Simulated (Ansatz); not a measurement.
# C₃H₅NSe: how energies converge with the basis set

An exercise on one series of results from a longer session: the logs are not shown, and one member is left open.

The runs use Ansatz 0.2.0, Gaussian basis; one geometry, several basis sets.

The runs, in order: PBE0-D4/def2-SVP; ωB97M-V/def2-SVP; PBE0-D4/def2-QZVPP; ωB97M-V/def2-QZVPP; the functionals' def2-TZVPP values are taken from earlier runs.

### The geometry

The geometry comes from an earlier relaxation with PBE0-D4 in a triple-zeta def2 set; it is a stationary point, not always the lowest conformer.

SMILES `[SeH]C1CC=N1`, 10 atoms, charge 0, spin multiplicity 1.

Atoms are counted from 1 here; the program's logs count them from 0.

Bond lengths: Se1–C2 1.946 Å, Se1–H6 1.468 Å, C2–C3 1.546 Å, C2–N5 1.480 Å, C2–H7 1.089 Å, C3–C4 1.495 Å, C3–H8 1.093 Å, C3–H9 1.092 Å, C4–N5 1.281 Å, C4–H10 1.089 Å. Angles: C2–Se1–H6 94.5°, Se1–C2–C3 113.6°, Se1–C2–N5 115.8°, Se1–C2–H7 109.0°, C3–C2–N5 89.4°, C3–C2–H7 115.9°, N5–C2–H7 112.2°, C2–C3–C4 80.4°, C2–C3–H8 115.6°, C2–C3–H9 116.4°, C4–C3–H8 115.4°, C4–C3–H9 117.4°, H8–C3–H9 109.3°, C3–C4–N5 99.9°, C3–C4–H10 133.8°, N5–C4–H10 126.3°, C2–N5–C4 90.3°.

Coordinates:

```mol
C3H5NSe
  3D, bonds by distance, orders not assigned

 10 10  0  0  0  0  0  0  0  0999 V2000
   -1.8207    1.0528    0.6826 Se  0  0
   -0.5110    0.0672   -0.3671 C   0  0
    0.3802   -0.8725    0.4772 C   0  0
    1.4320    0.0234   -0.0948 C   0  0
    0.6946    0.8255   -0.7685 N   0  0
   -2.2408    1.9114   -0.4322 H   0  0
   -1.0112   -0.3905   -1.2198 H   0  0
    0.2451   -0.8056    1.5595 H   0  0
    0.3975   -1.9226    0.1791 H   0  0
    2.5173    0.0599   -0.0133 H   0  0
  1  2  8  0
  2  3  8  0
  3  4  8  0
  4  5  8  0
  1  6  8  0
  2  7  8  0
  3  8  8  0
  3  9  8  0
  4 10  8  0
  2  5  8  0
M  END
```

Set-up of the first run:

File in.yaml:

```yaml
crystal:
  periodic: [false, false, false]
  atoms:
    - {symbol: Se, position_ang: [-1.820730, 1.052779, 0.682564]}
    - {symbol: C, position_ang: [-0.511015, 0.067150, -0.367133]}
    - {symbol: C, position_ang: [0.380180, -0.872496, 0.477240]}
    - {symbol: C, position_ang: [1.432026, 0.023371, -0.094778]}
    - {symbol: N, position_ang: [0.694593, 0.825462, -0.768465]}
    - {symbol: H, position_ang: [-2.240779, 1.911364, -0.432157]}
    - {symbol: H, position_ang: [-1.011250, -0.390494, -1.219751]}
    - {symbol: H, position_ang: [0.245136, -0.805611, 1.559454]}
    - {symbol: H, position_ang: [0.397501, -1.922587, 0.179145]}
    - {symbol: H, position_ang: [2.517338, 0.059862, -0.013319]}
basis:
  gaussian: {orbitals: def2-SVP}
hamiltonian: {xc: pbe0, dispersion: d4}
output: {orbitals: {seedname: orbitals}}
```

Steps of the session up to this table: PBE0-D4 in def2-SVP; ωB97M-V in def2-SVP; PBE0-D4 in def2-QZVPP; ωB97M-V in def2-QZVPP.

One of the session's tables, all rows but one given; the rest of the session is left out.

It belongs to the step «Density functionals: the series». 

```
functional       basis  HOMO (eV)
   PBE0-D4    def2-SVP          ?
   PBE0-D4  def2-TZVPP      -6.70
   PBE0-D4  def2-QZVPP      -6.72
   ωB97M-V    def2-SVP      -8.77
   ωB97M-V  def2-TZVPP      -8.90
   ωB97M-V  def2-QZVPP      -8.93
```

**Question.** Estimate the row for PBE0-D4, def2-SVP.

The run gave: HOMO (eV): -6.57. In the column «HOMO (eV)» it is the highest.
